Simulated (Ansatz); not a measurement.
# CuO radical: small, medium and large basis sets

One table from this session's results is given with a row withheld; the runs are named, their logs left out.

Method: one geometry, several basis sets; program: Ansatz 0.2.0, Gaussian basis.

Plan: PBE0-D4/def2-SVP; ωB97M-V/def2-SVP; PBE0-D4/def2-QZVPP; ωB97M-V/def2-QZVPP; the functionals' def2-TZVPP values are taken from earlier runs.

### Structure used throughout

The geometry comes from an earlier relaxation with PBE0-D4 in a triple-zeta def2 set; it is a stationary point.

SMILES `[O][Cu]`, 2 atoms, charge 0, spin multiplicity 2.

Atoms are counted from 1 here; the program's logs count them from 0.

Bond lengths: O1–Cu2 1.758 Å.

As a file:

```xyz
2
charge 0, multiplicity 2
O     0.75014   -0.24859    0.38490
Cu   -0.75014    0.24859   -0.38490
```

The first run:

in.yaml

```yaml
crystal:
  periodic: [false, false, false]
  atoms:
    - {symbol: O, position_ang: [0.750140, -0.248590, 0.384903]}
    - {symbol: Cu, position_ang: [-0.750140, 0.248590, -0.384903]}
basis:
  gaussian: {orbitals: def2-SVP}
magnetization: {spin_polarized: true, initial_magnetization: 1}
hamiltonian: {xc: pbe0, dispersion: d4}
output: {orbitals: {seedname: orbitals}}
```

Run with:

```
ansatz run in.yaml --threads 2 --pin off --events-out ev --progress --plain --max-ram 32768MiB --backend cpu
```

Steps of the session up to this table: PBE0-D4 in def2-SVP; ωB97M-V in def2-SVP; PBE0-D4 in def2-QZVPP; ωB97M-V in def2-QZVPP.

One table of the session follows, with a row left open; its other results are not shown here.

It belongs to the step «Density functionals: the series». 

```
functional       basis  HOMO (eV)  LUMO (eV)
   PBE0-D4    def2-SVP      -6.08      -2.35
   PBE0-D4  def2-TZVPP          ?          ?
   PBE0-D4  def2-QZVPP      -6.75      -2.83
   ωB97M-V    def2-SVP      -8.44      -0.74
   ωB97M-V  def2-TZVPP      -9.09      -1.17
   ωB97M-V  def2-QZVPP      -9.15      -1.30
```

**Question.** Estimate the row for PBE0-D4, def2-TZVPP.

As computed: HOMO (eV): -6.70; LUMO (eV): -2.81. In the column «HOMO (eV)» it lies between PBE0-D4, def2-QZVPP (-6.75) and PBE0-D4, def2-SVP (-6.08).
